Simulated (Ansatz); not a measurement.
# AlIn2N3: straining the crystal, equal strain of all cell vectors

An exercise on one series of results from a longer session: the logs are not shown, and one member is left open.

Program: Ansatz 0.2.0. Level of theory: DFT PBE, scalar-relativistic, plane waves, PAW. These are calculated values, not measurements.

2 further runs of the same task are left out: 2 set aside as unsound or not needed.

## The starting structure

The structure is orthorhombic, space group Cmc2_1 (No. 36). The conventional cell has a = 10.291 Å, b = 5.923 Å, c = 5.500 Å, α = 90.00°, β = 90.00°, γ = 90.00°. Around Al (site symmetry m) lie 4 N at 1.91 to 1.92 Å. In (site symmetry 1) has 4 N at 2.18 to 2.19 Å in its first shell of neighbours. N (site symmetry 1) is surrounded by 1 Al at 1.91 Å and 3 In at 2.18 to 2.19 Å. Around N (site symmetry m) lie 2 Al at 1.91 to 1.92 Å and 2 In at 2.19 Å.

Structure file:

```cif
data_structure
_symmetry_space_group_name_H-M 'P 1'
_symmetry_Int_Tables_number 1
_cell_length_a 5.9367
_cell_length_b 5.9367
_cell_length_c 5.5002
_cell_angle_alpha 90.000
_cell_angle_beta 90.000
_cell_angle_gamma 59.845
_cell_volume 167.62
loop_
_atom_site_label
_atom_site_type_symbol
_atom_site_fract_x
_atom_site_fract_y
_atom_site_fract_z
_atom_site_occupancy
Al1 Al 0.34114 0.65886 0.98922 1
Al2 Al 0.65886 0.34114 0.48922 1
In1 In 0.98838 0.33541 0.98725 1
In2 In 0.66459 0.01162 0.98725 1
In3 In 0.01162 0.66459 0.48725 1
In4 In 0.33541 0.98838 0.48725 1
N1 N 0.96921 0.33293 0.38539 1
N2 N 0.66707 0.03079 0.38539 1
N3 N 0.03079 0.66707 0.88539 1
N4 N 0.33293 0.96921 0.88539 1
N5 N 0.36829 0.63171 0.33750 1
N6 N 0.63171 0.36829 0.83750 1
```

It goes back to an entry of the Materials Project, which need not be the stable form.

It is the result of an earlier relaxation at this level (volume 13.97 Å³/atom; gap on the mesh: 0.88 eV).

The unstrained cell comes from an earlier run at this level (12 atoms, E(σ→0) -25774.8047 eV, gap 0.88 eV over the zone).

The first run:

input.yaml

```yaml
crystal:
  lattice:
    - [5.0681513077, -2.9169635059, 0.0]
    - [5.0681513077, 2.9169635059, 0.0]
    - [0.0, 0.0, 5.4177098773]
  atoms:
    - { symbol: Al, position: [0.3411420366, 0.6588579634, 0.989221341] }
    - { symbol: Al, position: [0.6588579634, 0.3411420366, 0.489221341] }
    - { symbol: In, position: [0.9883762923, 0.3354135965, 0.9872496679] }
    - { symbol: In, position: [0.6645864035, 0.0116237077, 0.9872496679] }
    - { symbol: In, position: [0.0116237077, 0.6645864035, 0.4872496679] }
    - { symbol: In, position: [0.3354135965, 0.9883762923, 0.4872496679] }
    - { symbol: "N", position: [0.9692138027, 0.3329317555, 0.3853874212] }
    - { symbol: "N", position: [0.6670682445, 0.0307861973, 0.3853874212] }
    - { symbol: "N", position: [0.0307861973, 0.6670682445, 0.8853874212] }
    - { symbol: "N", position: [0.3329317555, 0.9692138027, 0.8853874212] }
    - { symbol: "N", position: [0.3682931191, 0.6317068809, 0.3375044807] }
    - { symbol: "N", position: [0.6317068809, 0.3682931191, 0.8375044807] }
basis:
  ecutwfc: 420
kpoints:
  mp_grid: { grid: [6, 6, 6] }
hamiltonian:
  xc: pbe
scf:
  occupations: { method: gaussian, width: 0.02 }
output:
  forces: true
  stress: true
  eigenvalues: true
relax:
  adjacent_minimum: "off"
  f_tol: 0.008
  max_steps: 40
```

The run is started by

```console
$ ansatz run input.yaml --threads 2 --pin off --max-ram 5120MiB --backend cpu --events-out ev --progress --plain --runs-dir out
```

Among the steps run: Strain -1.5 %; The gap over the whole zone at -1.5 %; The cell strained by +1.5 %; Seeking the band edges at +1.5 %; Strain -3.0 %; Seeking the band edges at -3.0 %; Strain +3.0 %; The gap over the whole zone at +3.0 %.

One table of the session follows, with a row left open; its other results are not shown here.

Lengths are those of the vectors of the cell that was run; stresses in GPa:

| strain (%) | ΔE (meV/atom) | a (Å) | b (Å) | c (Å) |
| --- | --- | --- | --- | --- |
| -3.0 | 56.4 | 5.759 | 5.759 | 5.335 |
| -1.5 | ? | ? | ? | ? |
| +0.0 | 0.0 | 5.937 | 5.937 | 5.500 |
| +1.5 | 12.1 | 6.026 | 6.026 | 5.583 |
| +3.0 | 45.9 | 6.115 | 6.115 | 5.665 |

Q: Estimate the row for strain (%) = -1.5 from the others.

Worked estimate for «ΔE (meV/atom)». A straight line through the neighbours (-3.0, 56.4) and (0.0, 0.0) gives 56.4 + (0.0 − 56.4) × (-1.5 + 3.0) / (0.0 + 3.0) = 28.2; a parabola fitted to 3 rows on both sides gives 14.8.

**Answer.** ΔE (meV/atom): 13.4; a (Å): 5.848; b (Å): 5.848; c (Å): 5.418. In «ΔE (meV/atom)» the line misses by +14.8 and the parabola by +1.4.

ΔE is over the unstrained cell. Stress in GPa, positive in compression, on the Cartesian axes of the input.

To keep in mind: Warnings in the runs' records: stress scf threshold loose.
